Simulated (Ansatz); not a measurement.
# SnCl2 (SMILES [Cl][Sn][Cl]) at 6 levels

Aim: a comparison of 6 runs (HF/3-21G, HF/def2-SVP, CAM-B3LYP/def2-SVP, PBE0/def2-SVP, wB97X/def2-SVP, BCCD/def2-SVP) of SnCl2. 

The calculation is run with Ansatz 0.2.0.

6 further runs of the same task are left out: 1 for a known fault of the program, 4 that didn't finish, 1 set aside as unsound or not needed.

**1. The system as given**

SnCl2 has 3 atoms, charge 0, and is taken as a singlet. SMILES: `[Cl][Sn][Cl]`. Geometry: a GFN2-xTB relaxation, a rough one for these elements and not checked as a minimum.

Bond lengths: Sn1–Cl2 2.378 Å, Sn1–Cl3 2.377 Å. Angles: Cl2–Sn1–Cl3 99.5°.

**2. Energy and forces at HF/3-21G (run 1)**

The input, job.yaml:

```yaml
crystal:
  periodic: [false, false, false]
  atoms:
    - {symbol: Sn, position_ang: [0.004910, -0.007160, -1.023740]}
    - {symbol: Cl, position_ang: [1.812600, -0.019020, 0.521020]}
    - {symbol: Cl, position_ang: [-1.817510, 0.026180, 0.502720]}
basis:
  gaussian:
    orbitals: 3-21G-spherical.json
total_charge: 0
hamiltonian:
  xc: hf
accuracy: high
output: {forces: true, orbitals: {seedname: orbitals}}
```

The basis set 3-21G is read from a file made from the Basis Set Exchange's data (not shown).

Run with:

```console
$ ansatz run job.yaml --threads 1 --pin off --max-ram 2610MiB --events-out events.jsonl --progress --plain --runs-dir runs
```

Log:

```text
Warning: RAYON_NUM_THREADS=1 ignored (pool sized by the plan → 1); use --threads N
Functional definition: HF
  name "HF"
  exchange = exact_x
  correlation = 0
1151 factors; integrals over basis functions are off by at most 4.4e-9 eV
mean field evaluation 1: about -188056.7107 eV, gradient 1.6e1 eV
mean field evaluation 2: about -188056.7448 eV, gradient 1.6e1 eV
mean field evaluation 4: about -188057.8799 eV, gradient 7.8e-1 eV
mean field evaluation 8: about -188057.8855 eV, gradient 7.6e-5 eV
mean field -188057.88547006 eV, -6910.9998208115 hartree, gradient 3.2e-8 eV, S^2 0.000000; 0 other end points of the search recorded, 0 dependent functions left out
the calculation of the forces begins
reference -188057.88547006 eV, -6910.9998208115 hartree; 42, 42 occupied and 15, 15 virtual orbitals, 1151 factors
Total energy: -188057.88547006 eV, -6910.9998208115 hartree
Atom 0 at     0.004910    -0.007160    -1.023740 Å, force     0.012036    -0.011180    -1.590701 eV/Å
Atom 1 at     1.812600    -0.019020     0.521020 Å, force     0.871094    -0.005344     0.797908 eV/Å
Atom 2 at    -1.817510     0.026180     0.502720 Å, force    -0.883130     0.016524     0.792793 eV/Å
Dipole moment:     0.004325    -0.006757    -0.966665 e Å
```

Wall time 2.4 s (1 thread of Intel Xeon Platinum 8488C (Sapphire Rapids), shared host).

**3. Energy and gradient at HF/def2-SVP (core potential) (run 2)**

The input, molecule.yaml:

```yaml
crystal:
  periodic: [false, false, false]
  atoms:
    - {symbol: Sn, position_ang: [0.004910, -0.007160, -1.023740]}
    - {symbol: Cl, position_ang: [1.812600, -0.019020, 0.521020]}
    - {symbol: Cl, position_ang: [-1.817510, 0.026180, 0.502720]}
basis:
  gaussian: {orbitals: def2-SVP}
hamiltonian: {xc: hf}
accuracy: high
output: {forces: true, orbitals: {seedname: orbitals}}
```

Run with:

```console
$ ansatz run molecule.yaml --threads 1 --pin off --max-ram 2610MiB --events-out events.jsonl --progress --plain --runs-dir runs
```

Log, shortened:

```text
Warning: RAYON_NUM_THREADS=1 ignored (pool sized by the plan → 1); use --threads N
[... 2 set-up lines as earlier in the session ...]
[...]
1264 factors; integrals over basis functions are off by at most 4.1e-9 eV
[...]
mean field -30807.90767424 eV, -1132.1697246785 hartree, gradient 1.2e-8 eV, S^2 0.000000; 0 other end points of the search recorded, 0 dependent functions left out
[...]
reference -30807.90767424 eV, -1132.1697246785 hartree; 28, 28 occupied and 34, 34 virtual orbitals, 1264 factors
Total energy: -30807.90767424 eV, -1132.1697246785 hartree
Atom 0 at     0.004910    -0.007160    -1.023740 Å, force     0.005093    -0.002090    -0.292179 eV/Å
Atom 1 at     1.812600    -0.019020     0.521020 Å, force     0.100866    -0.000254     0.145049 eV/Å
Atom 2 at    -1.817510     0.026180     0.502720 Å, force    -0.105959     0.002343     0.147130 eV/Å
Dipole moment:     0.003177    -0.005169    -0.739710 e Å
```

Run time: 2.6 s. Hardware: 1 thread of Intel Xeon Platinum 8488C (Sapphire Rapids), shared host.

Runs 3 to 5 aren't shown in full; the table further down has their settings and results.

**4. A single-point energy at BCCD/def2-SVP (core potential) (run 6)**

The input, in.yaml:

```yaml
crystal:
  periodic: [false, false, false]
  atoms:
    - {symbol: Sn, position_ang: [0.004910, -0.007160, -1.023740]}
    - {symbol: Cl, position_ang: [1.812600, -0.019020, 0.521020]}
    - {symbol: Cl, position_ang: [-1.817510, 0.026180, 0.502720]}
basis:
  gaussian:
    orbitals: def2-SVP
correlation:
  method: bccd
```

Run with:

```console
$ ansatz run in.yaml --threads 1 --pin off --max-ram 2610MiB --events-out events.jsonl --progress --plain --runs-dir runs
```

Log, shortened:

```text
Warning: RAYON_NUM_THREADS=1 ignored (pool sized by the plan → 1); use --threads N
[... 2 set-up lines as earlier in the session ...]
[...]
658 factors; integrals over basis functions are off by at most 3.7e-4 eV
[...]
mean field -30807.90747177 eV, -1132.1697172380 hartree, gradient 7.3e-6 eV, S^2 0.000000; 0 other end points of the search recorded, 0 dependent functions left out
14 core orbitals not correlated: weight in the atoms' cores, before any rotation towards them, 1.000 or more for the frozen orbitals, at most 0.000 for the correlated occupied ones
reference -30807.90747177 eV, -1132.1697172380 hartree; 14, 14 occupied and 34, 34 virtual orbitals, 658 factors
second order -9.40040859 eV of doubles, -0.00000000 eV of singles
cycle   1  -10.00258552 eV  change   -6.0e-1 eV  update   8.2e-2
[...]
cycle   9  -10.25485342 eV  change    8.2e-6 eV  update   1.7e-5
Total energy: -30818.16232519 eV, -1132.5465761500 hartree
```

Wall time 1.7 s (1 thread of Intel Xeon Platinum 8488C (Sapphire Rapids), shared host).

**5. The series**

```
run                                level  core potential      task   energy (Eh)  dipole moment (D)  HOMO energy (eV)  LUMO energy (eV)  wall time
  1                             HF/3-21G            none  gradient  -6910.999821               4.64            -10.28             -0.92      2.4 s
  2         HF/def2-SVP (core potential)        def2-SVP  gradient  -1132.169725               3.55            -10.12             -0.32      2.6 s
  3  CAM-B3LYP/def2-SVP (core potential)        def2-SVP  gradient  -1134.521656               3.21             -9.00             -2.06      7.5 s
  4       PBE0/def2-SVP (core potential)        def2-SVP  gradient  -1134.221419               3.18             -7.86             -3.03      6.6 s
  5      wB97X/def2-SVP (core potential)        def2-SVP  gradient  -1134.553905               3.39             -9.97             -1.18       17 s
  6       BCCD/def2-SVP (core potential)        def2-SVP    energy  -1132.546576                  –                 –                 –      1.7 s
```

**6. What came out**

| quantity | value |
| --- | --- |
| run 6: total energy | -1132.54658 Eh |
| run 6: correlation energy (14 core orbitals frozen) | -376.9 mEh |

**Reading.** Over runs 1, 2, 3, 4, 5 the dipole moment (its size) runs from 3.18 D (PBE0/def2-SVP) to 4.64 D (HF/3-21G). The two ends differ in method and basis and core potential. Over runs 1, 2, 3, 4, 5 the HOMO–LUMO gap runs from 4.83 eV (PBE0/def2-SVP) to 9.80 eV (HF/def2-SVP). Exact exchange widens orbital gaps. Totals of different functionals can't be ranked against each other. Some runs of one species differ in core potentials or relativity; totals across that change don't compare. In run 1 relativity is left out where basis or elements ask for it. All runs together took 38 s, the longest 17 s.
